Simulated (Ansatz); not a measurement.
# GeH2Cl2 (singlet): from Hartree-Fock to the top rungs, cc-pVDZ

An exercise on one series of results from a longer session: the logs are not shown, and one member is left open.

Method: cc-pVDZ, core rule «outside noble gas», up to 24 orbitals frozen; program: Ansatz 0.2.0, Gaussian basis.

To be run: UHF; CCSD(T) on RHF; BCCD(T) on RHF; CISD; CCSDT(Q) on RHF; CASSCF and MRCISD+Q, 8 electrons in 8 orbitals; CASSCF and NEVPT2, 8 electrons in 8 orbitals.

11 further runs of the same task are left out: 5 that didn't finish, 6 set aside as unsound or not needed.

## What is computed

The geometry is a PBE0/def2-TZVP stationary point (not a proven minimum). No spin-orbit coupling is included. The filled d shell of Ge may be among the frozen orbitals whatever the setting's name suggests; the logs give the count.

5 atoms, charge 0, spin multiplicity 1.

Atoms are counted from 1 here; the program's logs count them from 0.

Bond lengths: Ge1–Cl2 2.140 Å, Ge1–Cl3 2.140 Å, Ge1–H4 1.529 Å, Ge1–H5 1.529 Å. Angles: Cl2–Ge1–Cl3 108.3°, Cl2–Ge1–H4 108.1°, Cl2–Ge1–H5 108.1°, Cl3–Ge1–H4 108.1°, Cl3–Ge1–H5 108.1°, H4–Ge1–H5 115.8°.

As a file:

```xyz
5
charge 0, multiplicity 1
Ge    0.0000   -0.5990    0.0000
Cl    0.0000    0.6538   -1.7352
Cl    0.0000    0.6538    1.7352
H     1.2947   -1.4116    0.0000
H    -1.2947   -1.4116    0.0000
```

Set-up of the first run:

File in.yaml:

```yaml
crystal:
  periodic: [false, false, false]
  atoms:
    - {symbol: Ge, position_ang: [0.000000, -0.599019, 0.000000]}
    - {symbol: Cl, position_ang: [0.000000, 0.653799, -1.735170]}
    - {symbol: Cl, position_ang: [0.000000, 0.653799, 1.735170]}
    - {symbol: H, position_ang: [1.294695, -1.411580, 0.000000]}
    - {symbol: H, position_ang: [-1.294696, -1.411580, 0.000000]}
basis:
  gaussian: {orbitals: cc-pVDZ}
magnetization: {spin_polarized: true, initial_magnetization: 0}
hamiltonian: {xc: hf}
output: {orbitals: {seedname: orbitals}}
```

Command:

```
> ansatz run in.yaml --threads 1 --pin off --events-out ev --progress --plain --max-ram 2393MiB
```

Steps of the session up to this table: UHF; CCSD(T) on RHF; BCCD(T) on RHF; CISD; CCSDT(Q) on RHF; CASSCF and MRCISD+Q, 8 electrons in 8 orbitals; CASSCF and NEVPT2, 8 electrons in 8 orbitals.

One table of the session follows, with a row left open; its other results are not shown here.

| method | from RCCSDT(Q) (meV) |
| --- | --- |
| RHF | +11132.5 |
| RMP2 | ? |
| RCCSD | +269.6 |
| RCCSD(T) | +43.0 |
| BCCD(T) | +41.6 |
| RCCSDT | +21.0 |
| RCCSDT(Q) | 0 |

**Question.** Estimate the row for RMP2.

The run gave: from RCCSDT(Q) (meV): +1309.4. In the column «from RCCSDT(Q) (meV)» it lies between RCCSD (+269.6) and RHF (+11132.5).

Not comparable, so not listed: CISD (they don't share determinant, frozen orbitals or solution with the rows shown, or repeat one).

Left out of the table: CASSCF frontier, NEVPT2 frontier, MRCISD frontier, MRCISD+Q frontier (the active space lost an orbital or holds another state than full CI finds).

To keep in mind: Warnings in the runs' records: passed over end.
